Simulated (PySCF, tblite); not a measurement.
**C₄H₅F₃S+ (doublet): geometry, infrared bands and EPR parameters**

Wanted: the infrared bands and EPR parameters of C₄H₅F₃S+ (doublet) (`C[S+]/C=C/C(F)(F)F`), by calculation.

The runs use tblite 0.8.0 and PySCF 2.14.0, with density-fitted response routines of our own; the level of theory stands in each step. All values are computed, except where a source is named. Atoms are numbered from 0 throughout.

## 1. Starting geometry

13 atoms, charge 1, multiplicity 2; geometry from: force field or distance geometry start.

Bonds of the start (Å): C0–S1 1.85, S1–C2 1.80, C2–C3 1.34, C3–C4 1.52, C4–F5 1.39, C4–F6 1.38, C4–F7 1.37, C0–H8 1.10, C0–H9 1.08, C0–H10 1.11, C2–H11 1.08, C3–H12 1.08.

## 2. Geometry optimisation with GFN2-xTB

The job: settings as JSON, then the geometry in Å.

```
{"job": {"kind": "relax", "xc": "GFN2-xTB", "basis": "xTB"}, "charge": 1, "multiplicity": 2}
C      2.753800    -0.154400     0.221700
S      1.525000     0.161200    -1.126000
C     -0.035400     0.345200    -0.254700
C     -1.164700    -0.215500    -0.699700
C     -2.420400     0.011000     0.122200
F     -2.455200    -0.903000     1.165100
F     -2.254800     1.278200     0.650600
F     -3.553000    -0.097300    -0.638200
H      2.188200    -0.528000     1.091000
H      3.503900    -0.866400    -0.084400
H      3.146200     0.850800     0.472000
H     -0.048700     0.955100     0.641300
H     -1.189200    -0.836300    -1.578800
```

Launch:

```bash
$ OMP_NUM_THREADS=1 python probes_run.py task.json out
```

The driver reads the jobs from task.json and runs them one after another.

**Question.** This job is followed by: GFN2-xTB harmonic vibrations, gas phase; UKS B3LYP, pcH-1 on C F H S, non-relativistic, mean-field spin-orbit, GIAO. What will the session give for the following? strongest single infrared mode (GFN2-xTB); zero-point energy (GFN2-xTB); g(iso) (B3LYP); ⟨S²⟩; largest a(iso) (averaged by class).

The runs gave:

| quantity | value |
| --- | --- |
| strongest single infrared mode (GFN2-xTB) | 1079 cm⁻¹, 290 km/mol |
| zero-point energy (GFN2-xTB) | 50.9 kcal/mol |
| g(iso) (B3LYP) | 2.01121 |
| ⟨S²⟩ | 0.764 (exact 0.75) |
| largest a(iso) (averaged by class) | 1H on H8, H9, H10, 47.2 MHz |

Relaxing lowered the energy by 0.540 eV in 137 steps; the close pair that moved most is S1–C2, from 1.797 to 1.728 Å. No mode is imaginary among the 33: a minimum at this level. The strongest single mode, at 1079 cm⁻¹, moves mainly C4. Unscaled tight-binding wavenumbers are off by several per cent, some by more. Its intensities can rank the bands wrongly. S1 carries the largest spin population, 0.64 e. The isotropic g lies 8.9 ppt above the free-electron value.
